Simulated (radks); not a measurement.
**Sc⁺ in [Ar] 3d1 4s1: an all-electron calculation**

One table from this session's results is given with a row withheld; the runs are named, their logs left out.

Program: radks (a radial shooting solver on a logarithmic mesh, Libxc functionals) version 1. Level of theory: non-relativistic Kohn-Sham, PBEsol, spin-polarised, spherical densities, point nucleus; open shells are filled with parallel spins first. These are calculated values, not measurements, unless marked.

### What is computed

| Quantity | Value |
| --- | --- |
| element | scandium (Z = 21) |
| charge | +1 |
| electrons | 20 |
| configuration | [Ar] 3d1 4s1 |

Outer shells as boxes (Hund's rule):

Sc⁺
```
[Ar] core
3d [↑ ][  ][  ][  ][  ]
4s [↑ ]
```

Set-up of the first run:

Input:

```text
Z 21
configuration [Ar] 3d1 4s1
relativity non-relativistic
functional pbe_sol,pbe_sol
spin polarised
nucleus point
```

The run is started by

```console
$ python run_ks.py task.json out
```

All runs below come from this command, one after another.

Among the steps run: Self-consistent calculation.

One table of the session follows, with a row left open; its other results are not shown here.

It belongs to the step «Shells». Radial moments (bohr):

```
  level      <r>  outermost maximum (interpolated)  90 % within  nodes
  1s up  0.07366                            0.0484        0.131      0
1s down  0.07366                            0.0484        0.131      0
  2s up   0.3465                             0.286        0.539      1
2s down        ?                                 ?            ?      ?
  2p up   0.3089                             0.233        0.508      0
2p down   0.3087                             0.233        0.508      0
  3s up    1.083                             0.933         1.62      2
3s down    1.081                             0.933         1.62      2
  3p up    1.172                             0.970         1.81      1
3p down    1.167                             0.970         1.80      1
  3d up    1.695                              1.09         2.96      0
  4s up    3.321                              2.92         4.87      3
3d down    1.643                              1.08         2.85      0
```

Estimate the missing values for 2s down.

**Answer.** <r>: 0.3464; outermost maximum (interpolated): 0.286; 90 % within: 0.538; nodes: 1. In the column «<r>» it lies between 2p up (0.3089) and 2s up (0.3465).

To keep in mind: Open shells are spherical and high-spin; term and fine-structure splittings are not resolved.
